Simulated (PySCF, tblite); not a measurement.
# CH₃FSSi (triplet), a cluster model of a defect: EPR parameters

Aim: the EPR parameters of `F[C]S[SiH3]`. It is drawn as: twofold C.

Computed with tblite 0.8.0 and PySCF 2.14.0; each step states its level. No surroundings beyond the atoms listed, unless a continuum is named. Atoms count from 0, parts from 1.

## (1) Starting point

7 atoms, charge 0, multiplicity 3; geometry: distance geometry start.

## (2) Relaxing the cluster with GFN2-xTB

The job: settings as JSON, then the geometry in Å.

```
{"job": {"kind": "relax", "xc": "GFN2-xTB", "basis": "xTB"}, "charge": 0, "multiplicity": 3}
C      2.087755    -0.598708     0.271799
F      2.230804     0.707205    -0.109288
S      0.613865    -1.260972    -0.571264
Si    -0.999518     0.032536    -0.007624
H     -1.460358    -0.350056     1.348038
H     -2.082564     0.082277    -0.990157
H     -0.400538     1.384744     0.101016
```

Method: GFN2-xTB geometry optimisation, gas phase.

Started as:

```sh
$ OMP_NUM_THREADS=1 python cluster_run.py task.json out
```

One launch serves the whole session: the jobs run in the order shown.

What it wrote:

```text
step      E/eV     max force
  0    -359.60377    3.261
  1    -359.84703    2.425
  2    -360.01927    2.016
  3    -360.06710    0.675
  4    -360.09157    0.464
  5    -360.12481    0.453
  6    -360.13153    0.471
  7    -360.14721    0.367
  8    -360.15628    0.290
  9    -360.16376    0.322
 10    -360.16933    0.238
 11    -360.17269    0.175
 12    -360.17486    0.163
 13    -360.17722    0.133
 14    -360.17909    0.154
 15    -360.18113    0.131
 16    -360.18397    0.174
 17    -360.18828    0.237
 18    -360.19406    0.276
 19    -360.20061    0.299
 20    -360.20573    0.215
 21    -360.20780    0.138
 22    -360.20936    0.159
 23    -360.21187    0.179
 24    -360.21431    0.299
 25    -360.21718    0.161
 26    -360.21965    0.059
 27    -360.22031    0.062
 28    -360.22077    0.067
 29    -360.22122    0.062
 30    -360.22153    0.044
 31    -360.22167    0.022
 32    -360.22173    0.030
 33    -360.22179    0.034
 34    -360.22192    0.033
 35    -360.22210    0.037
 36    -360.22228    0.032
 37    -360.22240    0.027
 38    -360.22247    0.028
 39    -360.22257    0.027
 40    -360.22275    0.043
 41    -360.22296    0.044
 42    -360.22310    0.026
 43    -360.22316    0.017
 44    -360.22318    0.017
 45    -360.22323    0.023
 46    -360.22335    0.038
 47    -360.22364    0.060
 48    -360.22416    0.080
 49    -360.22480    0.082
 50    -360.22545    0.055
 51    -360.22593    0.038
 52    -360.22613    0.034
 53    -360.22625    0.041
 54    -360.22641    0.038
 55    -360.22652    0.029
 56    -360.22665    0.029
 57    -360.22681    0.044
 58    -360.22695    0.033
 59    -360.22706    0.059
 60    -360.22715    0.021
 61    -360.22719    0.015
 62    -360.22720    0.011
 63    -360.22721    0.010
 64    -360.22722    0.011
 65    -360.22724    0.011
 66    -360.22725    0.009
 67    -360.22726    0.004
```

Wall time 1.4 s (1 thread of Arm Neoverse N1, shared host).

Along the way: (not every step is listed)

| step | energy from step 0 (eV) | largest force (eV/Å) |
| --- | --- | --- |
| 0 | 0.0000 | 3.2613 |
| 2 | -0.4155 | 2.0163 |
| 4 | -0.4878 | 0.4634 |
| 6 | -0.5278 | 0.4719 |
| 8 | -0.5525 | 0.2894 |
| 10 | -0.5656 | 0.2382 |
| 12 | -0.5711 | 0.1634 |
| 14 | -0.5753 | 0.1537 |
| 16 | -0.5802 | 0.1736 |
| 20 | -0.6020 | 0.2148 |
| 24 | -0.6105 | 0.2990 |
| 28 | -0.6170 | 0.0671 |
| 32 | -0.6180 | 0.0308 |
| 36 | -0.6185 | 0.0316 |
| 40 | -0.6190 | 0.0435 |
| 44 | -0.6194 | 0.0168 |
| 48 | -0.6204 | 0.0795 |
| 52 | -0.6224 | 0.0346 |
| 56 | -0.6229 | 0.0289 |
| 58 | -0.6232 | 0.0324 |
| 60 | -0.6234 | 0.0210 |
| 62 | -0.6234 | 0.0112 |
| 64 | -0.6234 | 0.0108 |
| 66 | -0.6235 | 0.0091 |
| 67 | -0.6235 | 0.0036 |

Close pairs (by a distance rule), those that changed most:

| bond | before (Å) | after (Å) | change (Å) |
| --- | --- | --- | --- |
| C0–S2 | 1.823 | 1.654 | -0.168 |
| S2–Si3 | 2.143 | 2.229 | +0.086 |
| C0–F1 | 1.368 | 1.335 | -0.033 |
| Si3–H6 | 1.483 | 1.455 | -0.028 |
| Si3–H4 | 1.482 | 1.454 | -0.028 |
| Si3–H5 | 1.463 | 1.452 | -0.012 |

## (3) Relaxing the molecule at PBE0-D3(BJ)/def2-SVP

The job: settings as JSON, then the geometry in Å.

```
{"job": {"xc": "PBE0", "basis": "def2-SVP", "d3": "d3bj", "grid": 2, "kind": "geom", "shake": 0.01}, "charge": 0, "multiplicity": 3}
C      1.896841    -0.624536     0.228713
F      2.763851     0.382391     0.114650
S      0.619615    -0.932588    -0.831656
Si    -1.076935     0.161553     0.022180
H     -1.258046    -0.353991     1.370778
H     -2.158294    -0.236785    -0.901857
H     -0.756414     1.569953    -0.025656
```

What it wrote:

```text
step   0  E = -826.58434100  max force = 0.017437
step   1  E = -826.58701028  max force = 0.003229
step   2  E = -826.58736665  max force = 0.001071
step   3  E = -826.58742776  max force = 0.000414
step   4  E = -826.58743621  max force = 0.000250
optimisation converged
```

Wall time 32 s (1 thread of Arm Neoverse N1, shared host); peak memory 0.4 GiB.

Step by step:

| step | energy from step 0 (eV) | largest force component (eV/Å) |
| --- | --- | --- |
| 0 | 0.0000 | 0.8966 |
| 1 | -0.0726 | 0.1660 |
| 2 | -0.0823 | 0.0551 |
| 3 | -0.0840 | 0.0213 |
| 4 | -0.0842 | 0.0129 |

Distances of close pairs at the start and the end, largest changes first:

| bond | before (Å) | after (Å) | change (Å) |
| --- | --- | --- | --- |
| Si3–H6 | 1.445 | 1.490 | +0.045 |
| Si3–H4 | 1.455 | 1.489 | +0.034 |
| C0–S2 | 1.688 | 1.712 | +0.024 |
| C0–F1 | 1.334 | 1.311 | -0.023 |
| Si3–H5 | 1.477 | 1.491 | +0.014 |
| S2–Si3 | 2.192 | 2.186 | -0.006 |

The next job starts from the end point, and lists it.

| at the end point | value |
| --- | --- |
| point group (found at 0.08 Å tolerance) | C1 |
| rotational constants (GHz, main isotopes) | 8.908, 2.523, 2.081 |
| dipole moment (D) | 1.70 |
| ⟨S²⟩ | 2.008 |

## (4) EPR parameters: B3LYP/IGLO-III+pcH-1

The job: settings as JSON, then the geometry in Å.

```
{"job": {"kind": "epr"}, "charge": 0, "multiplicity": 3}
C      1.889126    -0.569577     0.230250
F      2.716410     0.445735     0.178260
S      0.666875    -0.951352    -0.906639
Si    -1.030429     0.098561    -0.014049
H     -1.242214    -0.402601     1.372182
H     -2.199868    -0.220559    -0.882756
H     -0.769341     1.565693    -0.000147
```

Method: UKS B3LYP, IGLO-III on C F S Si, pcH-1 on H, non-relativistic, mean-field spin-orbit, GIAO.

What it wrote:

```text
UKS, coarse grid
  cycle   1  E = -827.39338680  |g| = 3.29e-01
  cycle   2  E = -827.34650373  |g| = 5.16e-01
  cycle   3  E = -827.42936914  |g| = 7.66e-02
  cycle   4  E = -827.43147959  |g| = 2.16e-02
  cycle   5  E = -827.43177451  |g| = 8.88e-03
  cycle   6  E = -827.43184129  |g| = 2.78e-03
  cycle   7  E = -827.43184974  |g| = 9.58e-04
UKS, final grid
  cycle   1  E = -827.43184360  |g| = 1.05e-03
  cycle   2  E = -827.43184329  |g| = 1.46e-03
  cycle   3  E = -827.43184421  |g| = 2.40e-04
  cycle   4  E = -827.43184424  |g| = 7.00e-05
  cycle   5  E = -827.43184425  |g| = 3.45e-05
  cycle   6  E = -827.43184425  |g| = 5.35e-06
E = -827.43184425 Eh   <S^2> = 2.0083 (exact 2.0000)
g shifts (ppm)      1          2          3
  rmc          -213       -213       -213
  gc             43         18        -12
  oz_so        -299        901       1919
  total        -468        707       1694
hyperfine (MHz)  atom isotope    a_iso     a_fc   dipolar eigenvalues
    0   13C     398.46     398.54    -67.68      8.85     58.83
    1   19F     280.59     279.82   -219.43     98.41    121.02
    2   33S      25.68      25.73    -15.59    -10.37     25.96
    3  29Si     -60.05     -60.15    -10.56      4.94      5.62
    4    1H       1.42       1.42     -2.40     -1.38      3.78
    5    1H      17.05      17.05     -1.69     -0.83      2.52
    6    1H       0.45       0.45     -2.06     -1.21      3.27
zero-field splitting (cm-1)  D = 1.6094  E = 0.1049  (spin-spin 0.5138, spin-orbit 1.1124)
```

It took 44 s on 1 thread of Arm Neoverse N1, shared host; peak memory 0.6 GiB.

Principal g values 2.00185, 2.00303, 2.00401; g(iso) = 2.00296, against 2.00232 for a free electron.

Hyperfine couplings, nucleus by nucleus at this fixed geometry (no averaging over rotations):

| nuclei | isotope | a(iso) (MHz) | a(iso) (G, at g = 2.0023) | largest dipolar term (MHz) |
| --- | --- | --- | --- | --- |
| C0 | 13C | 398.5 | 142.2 | -67.7 |
| F1 | 19F | 280.6 | 100.1 | -219.4 |
| Si3 | 29Si | -60.1 | -21.4 | -10.6 |
| S2 | 33S | 25.7 | 9.2 | 26.0 |
| H5 | 1H | 17.0 | 6.1 | 2.5 |
| H4 | 1H | 1.4 | 0.5 | 3.8 |
| H6 | 1H | 0.5 | 0.2 | 3.3 |

Zero-field splitting: D = 1.609 cm⁻¹ (spin-spin 0.514, spin-orbit 1.112), E = 0.105 cm⁻¹.

Mulliken spin populations:

| atom | value (e) |
| --- | --- |
| C0 | 1.60 |
| F1 | 0.09 |
| S2 | 0.21 |
| Si3 | 0.07 |
| H4 | 0.00 |
| H5 | 0.02 |
| H6 | 0.00 |

## (5) g tensor and hyperfine couplings: BHandHLYP/IGLO-III+pcH-1

Same as in step 4 but for these lines:

```diff
@@ -1,2 +1,2 @@
-{"job": {"kind": "epr"}, "charge": 0, "multiplicity": 3}
+{"job": {"kind": "epr", "xc": "BHandHLYP"}, "charge": 0, "multiplicity": 3}
 C      1.889126    -0.569577     0.230250
```

Level: UKS BHandHLYP, IGLO-III on C F S Si, pcH-1 on H, non-relativistic, mean-field spin-orbit, GIAO.

What it wrote:

```text
UKS, coarse grid
  cycle   1  E = -827.26055078  |g| = 3.51e-01
  cycle   2  E = -827.26873293  |g| = 3.90e-01
  cycle   3  E = -827.32138965  |g| = 5.81e-02
  cycle   4  E = -827.32384415  |g| = 2.07e-02
  cycle   5  E = -827.32451158  |g| = 8.16e-03
  cycle   6  E = -827.32462956  |g| = 4.21e-03
  cycle   7  E = -827.32465922  |g| = 1.69e-03
  cycle   8  E = -827.32466446  |g| = 7.40e-04
UKS, final grid
  cycle   1  E = -827.32465883  |g| = 5.55e-04
  cycle   2  E = -827.32465902  |g| = 5.63e-04
  cycle   3  E = -827.32465919  |g| = 1.22e-04
  cycle   4  E = -827.32465925  |g| = 5.92e-05
  cycle   5  E = -827.32465925  |g| = 9.07e-06
E = -827.32465925 Eh   <S^2> = 2.0135 (exact 2.0000)
g shifts (ppm)      1          2          3
  rmc          -213       -213       -213
  gc             44         19        -13
  oz_so        -242        840       1672
  total        -411        647       1446
hyperfine (MHz)  atom isotope    a_iso     a_fc   dipolar eigenvalues
    0   13C     430.78     430.84    -71.79     10.57     61.22
    1   19F     325.21     324.45   -214.61    101.51    113.10
    2   33S      21.68      21.72    -15.50     -9.62     25.12
    3  29Si     -52.46     -52.55     -9.73      4.47      5.26
    4    1H       0.90       0.90     -2.37     -1.48      3.85
    5    1H      15.29      15.29     -1.56     -0.82      2.38
    6    1H      -0.03      -0.03     -2.02     -1.28      3.30
zero-field splitting (cm-1)  D = 2.0075  E = 0.1005  (spin-spin 0.5706, spin-orbit 1.4566)
```

It took 46 s on 1 thread of Arm Neoverse N1, shared host; peak memory 0.62 GiB.

In short: g(iso) 2.00288.

## (6) Side by side: EPR parameters

g, ⟨S²⟩ and isotropic hyperfine couplings (MHz), with basis size and wall time:

| run | g(iso) | ⟨S²⟩ | 13C C0 | 19F F1 | 29Si Si3 | 33S S2 | 1H H5 | functions | time |
| --- | --- | --- | --- | --- | --- | --- | --- | --- | --- |
| B3LYP/IGLO-III+pcH-1 | 2.00296 | 2.008 | 398.5 | 280.6 | -60.1 | 25.7 | 17.0 | 188 | 44 s |
| BHandHLYP/IGLO-III+pcH-1 | 2.00288 | 2.013 | 430.8 | 325.2 | -52.5 | 21.7 | 15.3 | 188 | 46 s |

## (7) Outcome

| quantity | value |
| --- | --- |
| point group | C1 |
| rotational constants (main isotopes) | 8.91, 2.52, 2.08 GHz |
| D, E (B3LYP) | 1.609, 0.105 cm⁻¹ |
| g(iso) (B3LYP) | 2.00296 |
| ⟨S²⟩ | 2.008 (exact 2.00) |
| largest a(iso) | 13C on C0, 398.5 MHz |

What this shows: Relaxing lowered the energy by 0.084 eV in 4 steps; the close pair that moved most is Si3–H6, from 1.445 to 1.490 Å (PBE0/def2-SVP). No frequency check was run at this level, so the end point may be a saddle. C0 carries the largest spin population, 1.60 e. The isotropic g lies 0.6 ppt above the free-electron value. The coupling of 13C on C0 runs from 398.5 (B3LYP/IGLO-III+pcH-1) to 430.8 MHz (BHandHLYP/IGLO-III+pcH-1). The triplet was assumed; the singlet may lie lower.
